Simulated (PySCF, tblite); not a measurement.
# C7H11BS2: geometry, infrared bands and NMR shifts

Aim: predict the infrared bands and NMR shifts of C7H11BS2 (`CC#CC1CSB(C)SC1`).

Programs: tblite 0.8.0 and PySCF 2.14.0, with density-fitted response routines of our own. Each step states its level of theory. These are calculated values for one molecule in the gas phase, unless marked as measured. Atoms count from 0, in the outputs and in this text.

### Step 1. Starting geometry

21 atoms, charge 0, multiplicity 1; geometry from: force field or distance geometry start.

Bonds of the start (Å): C0–C1 1.45, C1–C2 1.22, C2–C3 1.46, C3–C4 1.54, C4–S5 1.82, S5–B6 1.88, B6–C7 1.59, B6–S8 1.88, S8–C9 1.84, C9–C3 1.54, C0–H10 1.11, C0–H11 1.12, C0–H12 1.12, C3–H13 1.12, C4–H14 1.11, C4–H15 1.11, C7–H16 1.11, C7–H17 1.11, C7–H18 1.11, C9–H19 1.10, C9–H20 1.12.

### Step 2. Relaxing the molecule with GFN2-xTB

Job settings and geometry (Å):

```
{"job": {"kind": "relax", "xc": "GFN2-xTB", "basis": "xTB"}, "charge": 0, "multiplicity": 1}
C     -4.215500     0.228000    -0.716600
C     -2.848800    -0.040500    -0.327500
C     -1.696800    -0.275700     0.013100
C     -0.317700    -0.541700     0.400900
C      0.341400     0.763200     0.893500
S      1.905800     0.474600     1.780600
B      2.737900    -0.301100     0.286800
C      3.627800     0.578000    -0.688500
S      2.030200    -1.944200    -0.283600
C      0.428400    -1.189800    -0.777000
H     -4.371500    -0.062400    -1.778000
H     -4.921200    -0.354600    -0.072800
H     -4.438500     1.315400    -0.588000
H     -0.346600    -1.272200     1.251100
H     -0.340800     1.292900     1.597900
H      0.513100     1.454800     0.041900
H      3.083000     0.715200    -1.648800
H      4.583100     0.050600    -0.882500
H      3.821100     1.568900    -0.233000
H     -0.179700    -2.006200    -1.204000
H      0.596300    -0.436300    -1.585300
```

Run with:

```
OMP_NUM_THREADS=1 python probes_run.py task.json out
```

One launch serves the whole session: the jobs run in the order shown.

**Question.** This job is followed by: GFN2-xTB harmonic vibrations, gas phase; GIAO PBE0/pcSseg-1 NMR shielding, non-relativistic, gas phase. Predict these results of the whole session: strongest single infrared mode (GFN2-xTB); zero-point energy (GFN2-xTB); ¹³C shifts against TMS (PBE0/pcSseg-1, means over atoms taken as alike); ¹H shifts against TMS (PBE0/pcSseg-1, means over atoms taken as alike); ³³S shifts against CS2 (PBE0/pcSseg-1, means over atoms taken as alike); ¹¹B shifts against BF3·OEt2 (PBE0/pcSseg-1).

**Answer**, as computed:

| quantity | value |
| --- | --- |
| strongest single infrared mode (GFN2-xTB) | 1005 cm⁻¹, 165 km/mol |
| zero-point energy (GFN2-xTB) | 101.9 kcal/mol |
| ¹³C shifts against TMS (PBE0/pcSseg-1, means over atoms taken as alike) | 88.4, 86.7, 37.4, 31.2, 8.5, 4.6 ppm |
| ¹H shifts against TMS (PBE0/pcSseg-1, means over atoms taken as alike) | 2.83, 2.63, 2.53, 2.00, 0.82 ppm |
| ³³S shifts against CS2 (PBE0/pcSseg-1, means over atoms taken as alike) | 47 ppm |
| ¹¹B shifts against BF3·OEt2 (PBE0/pcSseg-1) | 59.5 ppm |

What this shows: Over 116 steps the energy fell by 1.138 eV; of the close pairs, B6–S8 changed most, 1.878 to 1.790 Å. No mode is imaginary among the 57: a minimum at this level. The strongest single mode, at 1005 cm⁻¹, is spread over several atoms, B6, H18, H17, C7 among them. Unscaled tight-binding wavenumbers are off by several per cent, some by more. Its intensities can rank the bands wrongly. At PBE0/pcSseg-1: Shielding is most anisotropic at C2 (span 279 ppm, paramagnetic term -159 ppm).
